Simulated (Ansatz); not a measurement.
# CH3Ge (doublet): the correlation ladder, cc-pVTZ

The task here is to estimate one member of a computed series from the others.

Computed with Ansatz 0.2.0, Gaussian basis. Level: cc-pVTZ, core rule «outside noble gas», up to 15 orbitals frozen.

To be run: UHF; CCSD(T) on ROHF; CCSD(T) on UHF; BCCD(T) on ROHF; CCSDT(Q) on ROHF; CCSDT(Q) on UHF; CASSCF and NEVPT2, 11 electrons in 11 orbitals.

5 further runs of the same task are left out: 5 set aside as unsound or not needed.

## The geometry

The geometry is a PBE0/def2-TZVP stationary point (not a proven minimum). No spin-orbit coupling is included. The filled d shell of Ge may be among the frozen orbitals whatever the setting's name suggests; the logs give the count.

5 atoms, charge 0, spin multiplicity 2.

Atoms are counted from 1 here; the program's logs count them from 0.

Bond lengths: Ge1–C2 1.885 Å, Ge1–H3 1.585 Å, C2–H4 1.090 Å, C2–H5 1.087 Å. Angles: C2–Ge1–H3 99.2°, Ge1–C2–H4 120.5°, Ge1–C2–H5 123.1°, H4–C2–H5 113.6°.

Set-up of the first run:

in.yaml

```yaml
crystal:
  periodic: [false, false, false]
  atoms:
    - {symbol: Ge, position_ang: [-0.010779, 0.032151, 0.310414]}
    - {symbol: C, position_ang: [0.050474, -0.062529, -1.571171]}
    - {symbol: H, position_ang: [0.350811, -1.472587, 0.652420]}
    - {symbol: H, position_ang: [-0.400886, -0.903724, -2.097076]}
    - {symbol: H, position_ang: [0.225451, 0.804390, -2.203997]}
basis:
  gaussian: {orbitals: cc-pVTZ}
magnetization: {spin_polarized: true, initial_magnetization: 1}
hamiltonian: {xc: hf}
output: {orbitals: {seedname: orbitals}}
```

Launch:

```sh
ansatz run in.yaml --threads 1 --pin off --events-out ev --progress --plain --max-ram 2816MiB --backend cpu
```

Steps of the session up to this table: UHF; CCSD(T) on ROHF; CCSD(T) on UHF; BCCD(T) on ROHF; CCSDT(Q) on ROHF; CCSDT(Q) on UHF; CASSCF and NEVPT2, 11 electrons in 11 orbitals.

One of the session's tables, all rows but one given; the rest of the session is left out.

| method | from RCCSDT(Q) (kJ/mol) |
| --- | --- |
| ROHF | +785.6 |
| UHF | +754.5 |
| RMP2 | +138.5 |
| UMP2 | +139.9 |
| RCCSD | +37.9 |
| UCCSD | +37.8 |
| RCCSD(T) | +8.0 |
| UCCSD(T) | +8.4 |
| BCCD(T) | +6.8 |
| RCCSDT | +2.0 |
| UCCSDT | +1.8 |
| RCCSDT(Q) | 0 |
| UCCSDT(Q) | -0.5 |
| CASSCF valence | ? |
| NEVPT2 valence | +117.5 |

**Question.** Estimate the row for CASSCF valence.

As computed: from RCCSDT(Q) (kJ/mol): +507.1. In the column «from RCCSDT(Q) (kJ/mol)» it lies between UMP2 (+139.9) and UHF (+754.5).

With the free atoms at the same levels and basis (separate runs), the atomisation energy is 14.500 eV at RCCSDT(Q), 14.446 eV at RCCSD(T), 14.430 eV at UCCSD(T), 10.858 eV at ROHF.

Limits of these values: Warnings: spin contamination; large T1 diagnostic. Restricted and unrestricted rows rest on different reference determinants; where their highest levels disagree by more than a few hundredths of an eV, they describe different states and don't form one ladder.
